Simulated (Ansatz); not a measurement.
**AlH₂Cl₃ (built from SMILES [Cl][Al]([Cl])[Cl].[H][H]): a barrier at many levels of theory**

How high is the barrier of this step (Al1–H6 formed, Cl2–H5 formed, Al1–Cl2 loosened, H5–H6 broken), and how far do cheaper methods land from CCSD(T)?

Method: single points in def2-TZVPP on PBE0-D4/def2-TZVP structures; program: Ansatz 0.2.0, Gaussian basis.

Levels: SPW92, PBE-D4, BLYP-D4, r2SCAN-D4, B97M-V, PBE0-D4, B3LYP-D4, r2SCAN0-D4, BHLYP-D4, CAM-B3LYP-D4, wB97X-V, wB97M-V, B2PLYP, PBE-QIDH, RPA on PBE, Hartree-Fock, MP2, CCSD, CCSD(T). The reference is CCSD(T) at the basis limit, from triple and quadruple zeta. Zero-point energies come from PBE0-D4 vibrations.

Correlated methods freeze the cores. B3LYP uses VWN-RPA correlation. B2PLYP carries no dispersion term here.

23 further runs of the same task are left out: 23 set aside as unsound or not needed.

**1. The three structures**

Charge 0, multiplicity 1. The folders r, ts and p hold the start, the saddle and the end; their coordinates stand in the first inputs.

| pair | r (Å) | ts (Å) | p (Å) |
| --- | --- | --- | --- |
| Al1–H6 | 2.259 | 1.639 | 1.571 |
| Cl2–H5 | 2.855 | 1.412 | 1.285 |
| Al1–Cl2 | 2.079 | 2.410 | 2.605 |
| H5–H6 | 0.757 | 1.327 | 2.752 |

**2. wB97M-V/def2-TZVPP**

Contents of r/in.yaml:

```yaml
crystal:
  periodic: [false, false, false]
  atoms:
    - {symbol: Al, position_ang: [0.548603, -0.277177, -0.272022]}
    - {symbol: Cl, position_ang: [1.163018, 1.542614, -1.066902]}
    - {symbol: Cl, position_ang: [-0.507606, -1.614113, -1.459243]}
    - {symbol: Cl, position_ang: [1.328734, -0.923771, 1.540651]}
    - {symbol: H, position_ang: [-1.161901, 0.971354, 0.487724]}
    - {symbol: H, position_ang: [-1.370849, 0.300994, 0.769891]}
basis:
  gaussian: {orbitals: def2-TZVPP}
hamiltonian: {xc: {name: wB97M-V}}
```

Contents of ts/in.yaml:

```yaml
crystal:
  periodic: [false, false, false]
  atoms:
    - {symbol: Al, position_ang: [0.050701, -0.533472, 0.091741]}
    - {symbol: Cl, position_ang: [0.589322, 1.662405, -0.743290]}
    - {symbol: Cl, position_ang: [-0.375734, -1.760840, -1.534595]}
    - {symbol: Cl, position_ang: [1.484953, -1.061347, 1.505076]}
    - {symbol: H, position_ang: [-0.546434, 1.331542, 0.028080]}
    - {symbol: H, position_ang: [-1.202809, 0.361614, 0.653086]}
basis:
  gaussian: {orbitals: def2-TZVPP}
hamiltonian: {xc: {name: wB97M-V}}
```

Contents of p/in.yaml:

```yaml
crystal:
  periodic: [false, false, false]
  atoms:
    - {symbol: Al, position_ang: [-0.119151, -0.727972, 0.240533]}
    - {symbol: Cl, position_ang: [0.624110, 1.567423, -0.742448]}
    - {symbol: Cl, position_ang: [-0.264325, -1.799060, -1.558217]}
    - {symbol: Cl, position_ang: [1.565784, -1.111261, 1.431286]}
    - {symbol: H, position_ang: [-0.397145, 2.179141, -0.258782]}
    - {symbol: H, position_ang: [-1.409276, -0.108369, 0.887726]}
basis:
  gaussian: {orbitals: def2-TZVPP}
hamiltonian: {xc: {name: wB97M-V}}
```

No record of the launch command was kept for these runs.

After this run come: CCSD(T)/def2-TZVPP; MP2/def2-QZVPP; Vibrations of the start structure; Vibrations of the end structure.

Before running it: what results should come out? Wanted: barrier, CCSD(T)/CBS; reverse barrier, CCSD(T)/CBS; step energy, CCSD(T)/CBS; barrier with zero-point energy; step energy with zero-point energy; imaginary mode at the saddle; largest T1 diagnostic.

As calculated:

```
                          quantity           value
              barrier, CCSD(T)/CBS   35.9 kcal/mol
      reverse barrier, CCSD(T)/CBS    8.2 kcal/mol
          step energy, CCSD(T)/CBS  +27.7 kcal/mol
    barrier with zero-point energy   35.6 kcal/mol
step energy with zero-point energy  +27.9 kcal/mol
      imaginary mode at the saddle       585i cm⁻¹
             largest T1 diagnostic           0.009
```

What this shows: BHLYP-D4 is the best functional here (+0.6 kcal/mol from CCSD(T)/CBS); SPW92 is the worst (-11.6 kcal/mol). By rung, the mean size of the error is: LDA 11.6, GGA 5.5, meta-GGA 4.1, hybrid 2.4, range-separated hybrid 1.4, double hybrid 1.4 kcal/mol. PBE-D4 gives a barrier 6.9 kcal/mol too low, outside chemical accuracy (1 kcal/mol). Every functional without exact exchange puts the barrier too low, the usual mark of self-interaction error, which favours the spread-out density of a saddle. The barrier rises with the share of exact exchange, from BLYP-D4 through B3LYP-D4 to BHLYP-D4 (-4.1, -2.4, +0.6 kcal/mol). Hartree-Fock, with no correlation, is off by +6.7 kcal/mol. Zero-point motion lowers the barrier by 0.3 kcal/mol. The end structure keeps an imaginary mode: no true minimum.
